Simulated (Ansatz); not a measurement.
**CH2InO radical (SMILES O=[CH][InH]): functionals against CCSD(T) at one geometry**

Aim: energy, forces and dipole at a structure displaced at random from a GFN2-xTB minimum, from CCSD(T) and from density functionals.

The runs use Ansatz 0.2.0, Gaussian basis; single points in def2-TZVPP.

Correlated methods freeze the cores. Filled d shells of the heavier atoms are correlated. Core potentials replace the inner electrons past krypton, and spin-orbit coupling is left out. Orbitals are unrestricted.

### 1 The system as given

SMILES `O=[CH][InH]`, 5 atoms, charge 0, spin multiplicity 2.

Atoms are counted from 1 here; the program's logs count them from 0.

Bond lengths: O1–C2 1.175 Å, C2–In3 2.418 Å, C2–H4 1.134 Å, In3–H5 2.129 Å. Angles: O1–C2–In3 114.0°, O1–C2–H4 123.1°, In3–C2–H4 100.5°, C2–In3–H5 68.1°.

Geometry (Å):

```tsv
atom	x (Å)	y (Å)	z (Å)
O1	-1.5913	-0.5235	-0.2510
C2	-0.5872	-0.5202	0.3599
In3	0.4032	1.6703	0.6154
H4	0.3231	-1.1242	0.0569
H5	1.4802	0.4707	-0.7752
```

### 2 CCSD(T)/def2-TZVPP

File run/in.yaml:

```yaml
crystal:
  periodic: [false, false, false]
  atoms:
    - {symbol: O, position_ang: [-1.591300, -0.523500, -0.251000]}
    - {symbol: C, position_ang: [-0.587200, -0.520200, 0.359900]}
    - {symbol: In, position_ang: [0.403200, 1.670300, 0.615400]}
    - {symbol: H, position_ang: [0.323100, -1.124200, 0.056900]}
    - {symbol: H, position_ang: [1.480200, 0.470700, -0.775200]}
basis:
  gaussian: {orbitals: def2-TZVPP}
magnetization: {spin_polarized: true, initial_magnetization: 1}
correlation: {method: ccsd_t}
scf: {omitted_lower_state_checks: [cluster_reference]}
output: {forces: true}
```

No record of the launch command was kept for these runs.

### 3 PBE0-D4/def2-TZVPP

Edit run/in.yaml of step 2 so:

```diff
@@ -11,4 +11,3 @@
 magnetization: {spin_polarized: true, initial_magnetization: 1}
-correlation: {method: ccsd_t}
-scf: {omitted_lower_state_checks: [cluster_reference]}
-output: {forces: true}
+hamiltonian: {xc: pbe0, dispersion: d4}
+output: {forces: true, orbitals: {seedname: orbitals}}
```

### 4 wB97M-V/def2-TZVPP

Edit run/in.yaml of step 3 so:

```diff
@@ -11,3 +11,3 @@
 magnetization: {spin_polarized: true, initial_magnetization: 1}
-hamiltonian: {xc: pbe0, dispersion: d4}
-output: {forces: true, orbitals: {seedname: orbitals}}
+hamiltonian: {xc: {name: wB97M-V}}
+output: {forces: true}
```

### 5 r2SCAN-D4/def2-TZVPP

Edit run/in.yaml of step 4 so:

```diff
@@ -11,3 +11,3 @@
 magnetization: {spin_polarized: true, initial_magnetization: 1}
-hamiltonian: {xc: {name: wB97M-V}}
+hamiltonian: {xc: r2scan, dispersion: d4}
 output: {forces: true}
```

### 6 PBE-D4/def2-TZVPP

Edit run/in.yaml of step 5 so:

```diff
@@ -11,3 +11,3 @@
 magnetization: {spin_polarized: true, initial_magnetization: 1}
-hamiltonian: {xc: r2scan, dispersion: d4}
+hamiltonian: {xc: pbe, dispersion: d4}
 output: {forces: true}
```

### 7 r2SCANh-D4/def2-TZVPP

Edit run/in.yaml of step 6 so:

```diff
@@ -11,3 +11,3 @@
 magnetization: {spin_polarized: true, initial_magnetization: 1}
-hamiltonian: {xc: pbe, dispersion: d4}
+hamiltonian: {xc: {name: r2SCANh}, dispersion: d4}
 output: {forces: true}
```

### 8 r2SCAN0-D4/def2-TZVPP

Edit run/in.yaml of step 7 so:

```diff
@@ -11,3 +11,3 @@
 magnetization: {spin_polarized: true, initial_magnetization: 1}
-hamiltonian: {xc: {name: r2SCANh}, dispersion: d4}
+hamiltonian: {xc: {name: r2SCAN0}, dispersion: d4}
 output: {forces: true}
```

(Steps that only read results are left out.)

What does the calculation give? Wanted: energy less free atoms, CCSD(T)/def2-TZVPP; RMS force component; RMS force error; HOMO and LUMO, PBE0-D4; T1 diagnostic.

**Answer**, as computed:

| quantity | value |
| --- | --- |
| energy less free atoms, CCSD(T)/def2-TZVPP | -1379.7 kJ/mol |
| RMS force component | 0.466 to 0.698 eV/Å over the methods |
| RMS force error | PBE0-D4 0.327, wB97M-V 0.379, r2SCAN-D4 0.177, PBE-D4 0.329, r2SCANh-D4 0.275, r2SCAN0-D4 0.503 eV/Å |
| HOMO and LUMO, PBE0-D4 | -5.83 and -3.20 eV |
| T1 diagnostic | 0.025 |

**Reading.** Against CCSD(T) the functionals' energies less atoms differ by -146.3 to -13.6 kJ/mol, PBE-D4 by -146.3 kJ/mol. CCSD(T) in triple zeta still lacks some correlation energy of the bonds, so part of these gaps is its own basis error and they don't rank the functionals. The forces of r2SCAN-D4 come nearest to CCSD(T), those of r2SCAN0-D4 are farthest. Frozen-core CCSD(T) forces in triple zeta carry basis errors of their own, and this is one geometry, so small gaps rank nothing.
